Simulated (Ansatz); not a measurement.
# SeOF₂: geometry at several levels

Wanted for SeOF₂: geometry at several levels.

Computed with Ansatz 0.2.0 (the levels named in each step, unless a step's input says otherwise).

## Step 1: The starting structure

Bond lengths: O1–Se2 1.523 Å, Se2–F3 1.825 Å, Se2–F4 1.825 Å. Angles: O1–Se2–F3 102.8°, O1–Se2–F4 102.8°, F3–Se2–F4 90.5°.

Coordinates:

```xyz
4

O    -0.1827    1.4034   -0.4863
Se   -0.0169    0.1290    0.3304
F     1.3967   -0.6917   -0.4820
F    -1.1731   -1.0265   -0.4815
```

## Step 2: A rough first relaxation, PBE-D4/def2-SVP

File input.yaml:

```yaml
crystal:
  periodic: [false, false, false]
  atoms:
    - { symbol: O, position_ang: [-0.1827, 1.40335, -0.48634] }
    - { symbol: Se, position_ang: [-0.01687, 0.12904, 0.33036] }
    - { symbol: F, position_ang: [1.39668, -0.69172, -0.48199] }
    - { symbol: F, position_ang: [-1.17306, -1.02646, -0.48147] }
basis:
  gaussian: { orbitals: def2-SVP }
hamiltonian:
  xc: pbe
  dispersion: d4
relax:
  f_tol: 0.03
  max_steps: 200
```

On the command line:

```bash
ansatz run input.yaml --threads 2 --pin off --max-ram 5120MiB --backend cpu --events-out ev --progress --plain --runs-dir out
```

The runs that follow: Relaxation, HF/STO-3G; Relaxation, HF/def2-SVP; Relaxation, LDA/def2-SVP; Relaxation, PBE-D4/def2-SVP; Relaxation, PBE0-D4/def2-TZVPP; Relaxation, MP2/def2-TZVPP.

What does the calculation give? Wanted: O1–Se2 at MP2/def2-TZVPP; Se2–F3 at MP2/def2-TZVPP; Se2–F4 at MP2/def2-TZVPP.

**Answer**, as computed:

| quantity | value |
| --- | --- |
| O1–Se2 at MP2/def2-TZVPP | 1.579 Å |
| Se2–F3 at MP2/def2-TZVPP | 1.735 Å |
| Se2–F4 at MP2/def2-TZVPP | 1.735 Å |

The O–Se distance spreads over 0.269 Å, from HF/def2-SVP (shortest) to HF/STO-3G.
